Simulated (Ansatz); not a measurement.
# Ni2N: relaxing the atoms in a fixed cell

Aim: in Ni2N, a borrowed structure type, volume estimated, relax the atoms in a fixed cell, then read levels, charges and fields where it ends.

Method: DFT, PBE, non-collinear spin, plane waves, PAW, in Ansatz 0.2.0.

### Step 1. The structure

It takes space group I4_1/amd (No. 141, tetragonal). Conventional cell: a = 3.834 Å, b = 3.834 Å, c = 7.304 Å, α = 90.00°, β = 90.00°, γ = 90.00°. Ni (site symmetry 2mm) is surrounded by 3 N at 1.88 to 1.92 Å. N (site symmetry -4m2) has 6 Ni at 1.88 to 1.92 Å as nearest neighbours.

The coordinates stand in the input below.

The first density is read from a saved solution for the starting cell.

### Step 2. The relaxation

File input.yaml:

```yaml
crystal:
  lattice:
    - [0.0, 3.83438243, 0.0]
    - [3.83438243, 0.0, 0.0]
    - [1.91719071, 1.91719071, -3.65179241]
  atoms:
    - { symbol: Ni, position: [0.258, 0.258, 0.484], spin: 2, spin_axis: [0.78927, 0.48249, -0.3798] }
    - { symbol: Ni, position: [0.008, 0.508, 0.984], spin: 2, spin_axis: [0.72255, 0.02045, 0.69101] }
    - { symbol: Ni, position: [0.492, 0.992, 0.016], spin: 2, spin_axis: [-0.70812, -0.41843, -0.56876] }
    - { symbol: Ni, position: [0.742, 0.742, 0.516], spin: 2, spin_axis: [-0.13582, 0.79618, -0.58962] }
    - { symbol: "N", position: [0.0, 0.0, 0.0] }
    - { symbol: "N", position: [0.75, 0.25, 0.5] }
  symmetry: { tolerance: 0.0003 }
kpoints:
  mp_grid: { grid: [5, 5, 5], shift: [0, 0, 0] }
magnetization:
  noncollinear: true
  spin_orbit: false
scf:
  occupations: { method: fermi_dirac }
  lower_state_search: "off"
hamiltonian:
  pseudopotentials: { kind: paw }
  xc: pbe
basis:
  ecutwfc: 420
  fft_grid_basis: typed
relax:
  max_steps: 80
output:
  forces: true
  stress: true
  eigenvalues: true
  bader: true
  populations: true
  elf: true
  write_potential: true
  volumetric_format: npy
  dos:
    e_range: [-12, 8]
    de: 0.05
    projected: { site_lists: { "N": ["N"], Ni: [Ni] } }
    method: { smearing: { sigma: 0.1, scheme: gaussian } }
  write_density: true
checkpoint:
  read: saved_state
```

On the command line:

```console
> ansatz run input.yaml --threads 2 --pin off --max-ram 3584MiB --backend cpu --events-out ev --progress --plain --runs-dir out
```

Before running it: what results should come out? Wanted: moves; energy gained; largest move; pressure left in the fixed cell; character; Bader charges; moments.

The runs gave:

| quantity | value |
| --- | --- |
| moves | 3 |
| energy gained | 8.5 meV/atom |
| largest move | 0.05 Å (Ni) |
| space group (0.01 Å), before / after | I4_1/amd / I4_1/amd |
| pressure left in the fixed cell | 11.1 GPa |
| character | metal |
| density of states, mean within 0.25 eV of the Fermi level | 4.5 per eV per cell |
| Bader charges | Ni +0.54, N -1.07 e |
| moments | none |

What this shows: In the fixed cell the largest move of an atom is 0.05 Å; the energy fell by 8.5 meV per atom. The fixed cell still holds a mean pressure of 11.1 GPa, so it would expand if let free. The run held to 4 symmetry operations, so a lower structure without them is not ruled out. It is a metal; within 0.25 eV of the Fermi level the density of states averages 4.5 per eV per cell, mostly Ni d (71 %) and N p (21 %). No moment forms. Ni loses most charge (+0.54 e on average) and N gains most (-1.07 e).

Limits of this run: no moment survived this start, and a magnetic state may lie lower; the k mesh is coarse for a cell without a gap; the SCF threshold is loose for a stress.
